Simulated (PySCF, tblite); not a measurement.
# C₄H₆BF: geometry, infrared bands, NMR shifts and spin-spin couplings

What infrared bands, NMR shifts and spin-spin couplings should C₄H₆BF (`B/C=C(/F)C=C`) show?

Programs: tblite 0.8.0 and PySCF 2.14.0, with density-fitted response routines of our own. Each step states its level of theory. These are calculated values for one molecule in the gas phase, unless marked as measured. Atoms are numbered from 0 throughout.

### Step 1. The molecule as given

12 atoms, charge 0, multiplicity 1; geometry from: force field or distance geometry start.

Bonds of the start (Å): B0–C1 1.59, C1–C2 1.33, C2–F3 1.38, C2–C4 1.49, C4–C5 1.34, B0–H6 1.18, B0–H7 1.18, C1–H8 1.08, C4–H9 1.08, C5–H10 1.08, C5–H11 1.09.

### Step 2. Geometry optimisation with GFN2-xTB

The job: settings as JSON, then the geometry in Å.

```
{"job": {"kind": "relax", "xc": "GFN2-xTB", "basis": "xTB"}, "charge": 0, "multiplicity": 1}
B      1.786500     0.318900     1.269800
C      1.147700     0.901400    -0.062600
C      0.017400     0.494900    -0.625000
F     -0.366600     1.129800    -1.784500
C     -0.862100    -0.574100    -0.079900
C     -1.992800    -0.929100    -0.702700
H      1.275300    -0.539700     1.891200
H      2.803600     0.774600     1.668800
H      1.719300     1.686500    -0.529400
H     -0.605000    -1.094900     0.826600
H     -2.314300    -0.451400    -1.617200
H     -2.607800    -1.717500    -0.281000
```

Run with:

```
> OMP_NUM_THREADS=1 python probes_run.py task.json out
```

This one command runs all jobs of the session in turn.

**Question.** This job is followed by: GFN2-xTB harmonic vibrations, gas phase; GIAO PBE0/pcSseg-1 NMR shielding, non-relativistic, gas phase; B3LYP/pcJ-1 indirect spin-spin coupling, non-relativistic, gas phase. Predict these results of the whole session: strongest single infrared mode (GFN2-xTB); zero-point energy (GFN2-xTB); 13C shifts against TMS (PBE0/pcSseg-1); 1H shifts against TMS (PBE0/pcSseg-1, means over atoms taken as alike); 11B shifts against BF3·OEt2 (PBE0/pcSseg-1); 19F shifts against CFCl3 (PBE0/pcSseg-1); largest coupling of the table (B3LYP/pcJ-1).

As calculated:

| quantity | value |
| --- | --- |
| strongest single infrared mode (GFN2-xTB) | 1602 cm⁻¹, 272 km/mol |
| zero-point energy (GFN2-xTB) | 54.0 kcal/mol |
| 13C shifts against TMS (PBE0/pcSseg-1) | 188.5, 134.3, 134.0, 121.7 ppm |
| 1H shifts against TMS (PBE0/pcSseg-1, means over atoms taken as alike) | 7.43, 7.02, 6.80, 6.48, 6.13 ppm |
| 11B shifts against BF3·OEt2 (PBE0/pcSseg-1) | 66.6 ppm |
| 19F shifts against CFCl3 (PBE0/pcSseg-1) | -69.7 ppm |
| largest coupling of the table (B3LYP/pcJ-1) | 1J(C,F) C2–F3, -355.6 Hz |

In words: The optimisation took 25 steps and gained 0.180 eV; among the close pairs (by a distance rule), B0–C1 changed most, from 1.588 to 1.532 Å. All 30 modes are real, so the xTB geometry is a minimum. The strongest single mode, at 1602 cm⁻¹, moves mainly C2 and C1. GFN2-xTB is a fitted tight-binding method: band positions and strengths are rough. Its intensities can rank the bands wrongly. Of the pairs tabulated at B3LYP/pcJ-1, C2–F3 couples most strongly (-355.6 Hz; Fermi contact -324.3 Hz). Couplings across rotatable bonds belong to this one conformer; where others are populated, the observed values are averages.
